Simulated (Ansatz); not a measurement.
# Nb5N: the cost of one run

Program: Ansatz 0.2.0. Level of theory: DFT PBE, scalar-relativistic, plane waves, PAW. These are calculated values, not measurements.

1 further run of the same task is left out (set aside as unsound or not needed). Runs told in other sessions of the task aren't counted.

## (1) The starting structure

It takes space group P6/mmm (No. 191, hexagonal). The conventional cell has a = 5.235 Å, b = 5.235 Å, c = 4.253 Å, α = 90.00°, β = 90.00°, γ = 120.00°. Nb (site symmetry -6m2) has 9 Nb at 2.61 to 3.02 Å and 3 N at 3.02 Å in its first shell of neighbours. Nb (site symmetry mmm) has 8 Nb at 2.61 to 2.62 Å and 4 N at 3.37 Å in its first shell of neighbours. N (site symmetry 6/mmm) has 18 Nb at 3.02 to 3.37 Å in its first shell of neighbours.

Structure file:

```
Nb N
1.0
     5.23519    0.00000    0.00000
    -2.61759    4.53380    0.00000
     0.00000    0.00000    4.25312
Nb N
5 1
Cartesian
  0.0000 3.0225 0.0000
  2.6176 1.5113 0.0000
  2.6176 0.0000 2.1266
  1.3088 2.2669 2.1266
  -1.3088 2.2669 2.1266
  0.0000 0.0000 0.0000
```

A structure generator made this guess: species swapped into a database cell of YNi5 (P6/mmm, No. 191), with N on the Y sites and Nb on the Ni sites. Its size is a rough estimate.

## (2) The guess as it stands, on a coarse mesh

input.yaml reads:

```yaml
crystal:
  lattice:
    - [5.23518577, 0.0, 0.0]
    - [-2.61759289, 4.53380387, 0.0]
    - [0.0, 0.0, 4.25312027]
  atoms:
    - { symbol: Nb, position: [0.33333333, 0.66666667, 0.0] }
    - { symbol: Nb, position: [0.66666667, 0.33333333, 0.0] }
    - { symbol: Nb, position: [0.5, 0.0, 0.5] }
    - { symbol: Nb, position: [0.5, 0.5, 0.5] }
    - { symbol: Nb, position: [0.0, 0.5, 0.5] }
    - { symbol: "N", position: [0.0, 0.0, 0.0] }
basis:
  ecutwfc: 420
kpoints:
  mp_grid: { grid: [6, 6, 4] }
hamiltonian:
  xc: pbe
scf:
  occupations: { method: gaussian, width: 0.1 }
  lower_state_search: "off"
output:
  forces: true
  stress: true
  eigenvalues: true
```

On the command line:

```sh
ansatz run input.yaml --threads 1 --pin off --max-ram 2560MiB --backend cpu --events-out ev --progress --plain --runs-dir out
```

**Question.** How long does this run take on 1 thread of Arm Neoverse V1, shared host, and how much memory does it need?

About 5.1 s, with a peak of 0.36 GiB.
